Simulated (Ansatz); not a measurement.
The system is Hf2Pd2Se2Br2O3.

```xyz
11
Lattice="3.7261 0.0000 0.0000 -1.8631 3.2269 0.0000 0.0000 0.0000 17.0087" Properties=species:S:1:pos:R:3 pbc="T T T"
Hf    1.8631    1.0756   15.8835
Hf    0.0000    2.1513    1.1251
Pd    0.0000    0.0000    5.1533
Pd    0.0000    0.0000   11.8554
Se    0.0000    2.1513    3.8523
Se    1.8631    1.0756   13.1564
Br    1.8631    1.0756    6.7800
Br    0.0000    2.1513   10.2287
O     0.0000    2.1513   15.7652
O     1.8631    1.0756    1.2435
O     0.0000    0.0000    0.0000
```

The cell was built by a generator and needn't be a form met in nature.

| Item | Value |
| --- | --- |
| Program | Ansatz 0.2.0 |
| Task | relaxation of cell and atoms |
| Functional | PBE |
| Dispersion | D4 |
| Potentials or basis | Ansatz PAW |
| Cutoff | 420 eV (not typed: the program's choice for these potentials) |
| k mesh | 6 × 6 × 2 |
| Occupations | fermi-dirac, width 0.05 eV |
| Spin | no spin polarisation |

At the start: volume 18.59 Å³/atom.

How do energy, volume and symmetry change on relaxing?

It ends after 10 steps and the volume is 17.48 Å³/atom (-6.0 %); space group P-3m1 (No. 164, to 0.05 Å).

Step by step:
```csv
step,energy change (eV),largest force (eV/Å),volume (Å³)
1,0.0000,0.0979,204.51
2,-0.0791,0.3525,192.13
3,-0.1022,0.1585,190.35
4,-0.0988,0.1303,195.19
5,-0.1109,0.0384,193.07
6,-0.1121,0.0118,192.76
7,-0.1125,0.0025,192.55
8,-0.1008,0.0025,192.55
9,-0.1014,0.0015,192.23
10,-0.1011,0.0015,192.23
```

Final structure:
```cif
data_structure
_symmetry_space_group_name_H-M 'P 1'
_symmetry_Int_Tables_number 1
_cell_length_a 3.6942
_cell_length_b 3.6942
_cell_length_c 16.2655
_cell_angle_alpha 90.000
_cell_angle_beta 90.000
_cell_angle_gamma 120.000
_cell_volume 192.23
loop_
_atom_site_label
_atom_site_type_symbol
_atom_site_fract_x
_atom_site_fract_y
_atom_site_fract_z
_atom_site_occupancy
Hf1 Hf 0.66667 0.33333 0.93020 1
Hf2 Hf 0.33333 0.66667 0.06980 1
Pd1 Pd 0.00000 0.00000 0.31495 1
Pd2 Pd 0.00000 0.00000 0.68505 1
Se1 Se 0.33333 0.66667 0.23462 1
Se2 Se 0.66667 0.33333 0.76538 1
Br1 Br 0.66667 0.33333 0.41453 1
Br2 Br 0.33333 0.66667 0.58547 1
O1 O 0.33333 0.66667 0.92205 1
O2 O 0.66667 0.33333 0.07795 1
O3 O 0.00000 0.00000 0.00000 1
```

Caveat: the plane-wave basis is chosen anew once the cell has moved, so the energies of steps on either side of that aren't comparable.
